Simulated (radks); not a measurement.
# Ionisation of Xe⁺: one atom, several choices of exchange strength α

An exercise on one series of results from a longer session: the logs are not shown, and one member is left open.

The numbers are computed with radks (a radial shooting solver on a logarithmic mesh, Libxc functionals) version 1 (Dirac Kohn-Sham, spin-unpolarised, spherical densities, point nucleus; open shells are shared between the two j in proportion to 2j + 1), except any that are marked as measured or tabulated.

### The atom as given

```
element       : xenon (Z = 54)
charge        : +1
electrons     : 53
configuration : [Kr] 4d10 5s2 5p5
ion           : Xe²⁺, [Kr] 4d10 5s2 5p4
choices       : α = 0.667; α = 0.727; α = 0.786; α = 0.8; α = 0.88; α = 0.928; α = 1.046
```

The outer shells:

Xe⁺
```
[Kr] core
4d [↑↓][↑↓][↑↓][↑↓][↑↓]
5s [↑↓]
5p [↑↓][↑↓][↑ ]
```

Xe²⁺
```
[Kr] core
4d [↑↓][↑↓][↑↓][↑↓][↑↓]
5s [↑↓]
5p [↑↓][↑ ][↑ ]
```

Set-up of the first run:

Settings of this run:

```text
Z 54
configuration [Kr] 4d10 5s2 5p5
relativity Dirac
functional xalpha 0.667
spin unpolarised
j_filling average
nucleus point
c 137.035999084
```

Among the steps run: α = 0.667: Xe⁺.

One table of the session follows, with a row left open; its other results are not shown here.

It belongs to the step «α = 0.667: Xe⁺». Sizes of the orbitals, from the radial functions (bohr):

```
level     <r>  outermost maximum (interpolated)  90 % within  nodes
4s1/2  0.7171                             0.661         1.03      3
4p1/2  0.7461                             0.677         1.09      2
4p3/2       ?                                 ?            ?      ?
4d3/2  0.8715                             0.744         1.32      1
4d5/2  0.8826                             0.752         1.34      1
5s1/2   1.825                              1.61         2.65      4
5p1/2   2.136                              1.82         3.17      3
5p3/2   2.236                              1.90         3.32      3
```

Q: Estimate the row for 4p3/2 from the others.

**Answer.** <r>: 0.7745; outermost maximum (interpolated): 0.701; 90 % within: 1.13; nodes: 2. In the column «<r>» it lies between 4p1/2 (0.7461) and 4d3/2 (0.8715).

Caveats from the session: Spin polarisation and multiplet splitting are left out, so open shells lie too high by an amount that depends on their filling.
